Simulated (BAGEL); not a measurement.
# B3LYP/def2-SVP (density fitting with qzvpp-jkfit) run of CH6BNS (SMILES CB(N)S)

Aim: the energy change on altering one bond length of CH6BNS at B3LYP/def2-SVP (density fitting with qzvpp-jkfit), from 2 runs. 

The results are computed with BAGEL 1.2.2.

4 further runs of the same task are left out: 1 that didn't finish, 3 set aside as unsound or not needed.

### 1 The system as given

CH6BNS has 10 atoms, charge 0, and is taken as a singlet. SMILES: `CB(N)S`. Geometry: relaxed at PBE0-D4/def2-TZVP. This is one conformer, not always the lowest.

Bond lengths: C1–B2 1.572 Å, B2–N3 1.397 Å, B2–S4 1.828 Å, C1–H5 1.094 Å, C1–H6 1.093 Å, C1–H7 1.094 Å, N3–H8 1.005 Å, N3–H9 1.005 Å, S4–H10 1.343 Å. Some angles: C1–B2–N3 121.6°, C1–B2–S4 116.8°, N3–B2–S4 121.6°, B2–C1–H5 111.1°, B2–C1–H6 112.6°, B2–C1–H7 111.0°, B2–N3–H8 124.6°, B2–N3–H9 121.6°, B2–S4–H10 98.6°, H5–C1–H6 107.8°.

### 2 A single-point energy at B3LYP/def2-SVP (density fitting with qzvpp-jkfit)

File dft.json:

```json
{ "bagel": [

{
  "title": "molecule",
  "basis": "svp",
  "df_basis": "qzvpp-jkfit",
  "angstrom": true,
  "geometry": [
    { "atom": "C", "xyz": [   -1.111500,    0.588600,   -0.593000 ] },
    { "atom": "B", "xyz": [    0.213000,   -0.098400,   -0.096700 ] },
    { "atom": "N", "xyz": [    0.460300,   -0.315600,    1.261000 ] },
    { "atom": "S", "xyz": [    1.413000,   -0.599800,   -1.381900 ] },
    { "atom": "H", "xyz": [   -0.893600,    1.492900,   -1.168800 ] },
    { "atom": "H", "xyz": [   -1.774100,    0.868200,    0.230100 ] },
    { "atom": "H", "xyz": [   -1.669900,   -0.074100,   -1.260900 ] },
    { "atom": "H", "xyz": [    1.288600,   -0.750600,    1.627000 ] },
    { "atom": "H", "xyz": [   -0.199100,   -0.039600,    1.968000 ] },
    { "atom": "H", "xyz": [    2.356400,   -1.123000,   -0.581800 ] }
  ]
},
{ "title": "ks", "xc_func": "b3lyp" },
{ "title": "print", "file": "orbitals.molden", "orbitals": true }

]}
```

The run is started by

```bash
BAGEL_NUM_THREADS=1 BAGEL dft.json > dft.out
```

The program printed:

```text
* using 1 threads per process

  ===============================================================
  ===============================================================

  *** Geometry ***

  { "atom" : "C", "xyz" : [     -2.100431,      1.112293,     -1.120608 ] },
  { "atom" : "B", "xyz" : [      0.402512,     -0.185949,     -0.182737 ] },
  { "atom" : "N", "xyz" : [      0.869841,     -0.596398,      2.382945 ] },
  { "atom" : "S", "xyz" : [      2.670183,     -1.133458,     -2.611413 ] },
  { "atom" : "H", "xyz" : [     -1.688659,      2.821172,     -2.208712 ] },
  { "atom" : "H", "xyz" : [     -3.352563,      1.640660,      0.434826 ] },
  { "atom" : "H", "xyz" : [     -3.155654,     -0.140029,     -2.382756 ] },
  { "atom" : "H", "xyz" : [      2.435101,     -1.418428,      3.074584 ] },
  { "atom" : "H", "xyz" : [     -0.376244,     -0.074833,      3.718981 ] },
  { "atom" : "H", "xyz" : [      4.452951,     -2.122162,     -1.099443 ] },

  Number of auxiliary basis functions:      463

  Since a DF basis is specified, we compute 2- and 3-index integrals:
    o Being stored without compression. Storage requirement is 0.030 GB

  Number of basis functions:       90
  Number of electrons      :       40

    * METHOD: MOLECULE                             1.04

  *** Kohn-Sham DFT ***

    * Removing 18697 points whose weight is below 1.00e-10
    * Grid points: 130363

  === Nuclear Repulsion ===
   146.4284421842

       - DIIS with orbital gradients will be used.

  === KS iteration (b3lyp / svp) ===
      0       -482.82698766          0.11259829           1.85
      1       -457.83825949          0.17450120           2.10
      2       -487.21825743          0.11618848           1.78
      3       -504.81174446          0.13690439           2.95
      4       -518.95695305          0.02997549           2.06
      5       -518.34937142          0.04343344           2.03
      6       -518.64446017          0.03729070           1.59
      7       -518.73384888          0.03407966           1.38
      8       -519.33326414          0.01187714           1.89
      9       -519.40444443          0.00242872           1.68
     10       -519.40688230          0.00101415           2.68
     11       -519.40736868          0.00019435           1.30
     12       -519.40739657          0.00005198           1.72
     13       -519.40739785          0.00001772           2.29
     14       -519.40739799          0.00000618           2.33
     15       -519.40739801          0.00000228           1.87
     16       -519.40739801          0.00000037           2.98
     17       -519.40739801          0.00000019           2.53
     18       -519.40739801          0.00000003           2.16
     19       -519.40739801          0.00000001           2.09
     20       -519.40739801          0.00000000           2.38
    * SCF iteration converged.

    * Permanent dipole moment:
           (   -0.003113,     0.076500,    -1.044847) a.u.

    * METHOD: KS                                  48.20

    * METHOD: PRINT                                0.05

  ===============================================================
```

Wall time 50 s (1 thread of Intel Xeon at 2.50GHz (Skylake/Cascade Lake), shared host); peak memory 0.52 GiB.

### 3 The distorted shape, same level

File calc.json:

```json
{ "bagel": [

{
  "title": "molecule",
  "basis": "svp",
  "df_basis": "qzvpp-jkfit",
  "angstrom": true,
  "geometry": [
    { "atom": "C", "xyz": [      -0.944001,       0.787386,      -0.392655 ] },
    { "atom": "B", "xyz": [       0.380499,       0.100386,       0.103645 ] },
    { "atom": "N", "xyz": [       0.627799,      -0.116814,       1.461345 ] },
    { "atom": "S", "xyz": [       1.580499,      -0.401014,      -1.181555 ] },
    { "atom": "H", "xyz": [      -0.726101,       1.691686,      -0.968455 ] },
    { "atom": "H", "xyz": [      -1.606601,       1.066986,       0.430445 ] },
    { "atom": "H", "xyz": [      -1.669900,      -0.074100,      -1.260900 ] },
    { "atom": "H", "xyz": [       1.456099,      -0.551814,       1.827345 ] },
    { "atom": "H", "xyz": [      -0.031601,       0.159186,       2.168345 ] },
    { "atom": "H", "xyz": [       2.523899,      -0.924214,      -0.381455 ] }
  ]
},

{
  "title": "ks",
  "xc_func": "b3lyp"
},

{
  "title": "print",
  "file": "orbitals.molden",
  "orbitals": true
}

]}
```

The run is started by

```bash
BAGEL_NUM_THREADS=1 BAGEL calc.json > calc.out
```

The program printed:

```text
* using 1 threads per process

  ===============================================================
  ===============================================================

  *** Geometry ***

  { "atom" : "C", "xyz" : [     -1.783903,      1.487944,     -0.742010 ] },
  { "atom" : "B", "xyz" : [      0.719039,      0.189702,      0.195861 ] },
  { "atom" : "N", "xyz" : [      1.186368,     -0.220746,      2.761542 ] },
  { "atom" : "S", "xyz" : [      2.986710,     -0.757807,     -2.232815 ] },
  { "atom" : "H", "xyz" : [     -1.372132,      3.196823,     -1.830115 ] },
  { "atom" : "H", "xyz" : [     -3.036036,      2.016311,      0.813423 ] },
  { "atom" : "H", "xyz" : [     -3.155654,     -0.140029,     -2.382756 ] },
  { "atom" : "H", "xyz" : [      2.751628,     -1.042777,      3.453182 ] },
  { "atom" : "H", "xyz" : [     -0.059717,      0.300818,      4.097578 ] },
  { "atom" : "H", "xyz" : [      4.769478,     -1.746511,     -0.720845 ] },

  Number of auxiliary basis functions:      463

  Since a DF basis is specified, we compute 2- and 3-index integrals:
    o Being stored without compression. Storage requirement is 0.030 GB

  Number of basis functions:       90
  Number of electrons      :       40

    * METHOD: MOLECULE                             2.04

  *** Kohn-Sham DFT ***

    * Removing 18301 points whose weight is below 1.00e-10
    * Grid points: 130759

  === Nuclear Repulsion ===
   145.3396107862

       - DIIS with orbital gradients will be used.

  === KS iteration (b3lyp / svp) ===
      0       -482.96395114          0.11139118           3.10
      1       -459.38398443          0.16984775           2.33
      2       -487.75332542          0.11587548           3.36
      3       -507.83279370          0.11741876           2.17
      4       -519.07474049          0.02412019           2.96
      5       -516.96963219          0.04757475           3.20
      6       -518.90132661          0.02956140           2.33
      7       -517.58677882          0.03909546           2.84
      8       -519.29436799          0.01214069           2.91
      9       -519.36435133          0.00398321           2.61
     10       -519.37167390          0.00136626           2.88
     11       -519.37269298          0.00022597           3.11
     12       -519.37271255          0.00010421           2.64
     13       -519.37271441          0.00008958           2.96
     14       -519.37271871          0.00000875           2.10
     15       -519.37271874          0.00000458           3.37
     16       -519.37271875          0.00000139           4.17
     17       -519.37271875          0.00000024           2.41
     18       -519.37271875          0.00000010           2.90
     19       -519.37271875          0.00000005           2.29
     20       -519.37271875          0.00000001           2.90
     21       -519.37271875          0.00000000           3.00
    * SCF iteration converged.

    * Permanent dipole moment:
           (   -0.057209,     0.028028,    -1.107235) a.u.

    * METHOD: KS                                  67.14

    * METHOD: PRINT                                0.12

  ===============================================================
```

Run time: 71 s. Hardware: 1 thread of Intel Xeon at 2.50GHz (Skylake/Cascade Lake), shared host; peak memory 0.52 GiB.

### 4 Summary of results

At B3LYP/def2-SVP (density fitting with qzvpp-jkfit):

| quantity | value |
| --- | --- |
| first shape: total energy | -519.40740 Eh |
| first shape: dipole moment | 2.66 D |
| first shape: HOMO energy | -6.53 eV |
| first shape: LUMO energy | 0.84 eV |
| first shape: HOMO–LUMO gap | 7.38 eV |
| distorted shape: total energy | -519.37272 Eh |
| distorted shape: dipole moment | 2.82 D |
| distorted shape: HOMO energy | -6.54 eV |
| distorted shape: LUMO energy | 0.39 eV |
| distorted shape: HOMO–LUMO gap | 6.93 eV |
| energy change with the C1–H7 bond stretched from 1.094 to 1.422 Å | 0.944 eV |

In words: With the C1–H7 bond stretched from 1.094 to 1.422 Å the energy rises by 0.94 eV (91.1 kJ/mol). The first shape isn't relaxed at this level, so the change isn't measured from a minimum.
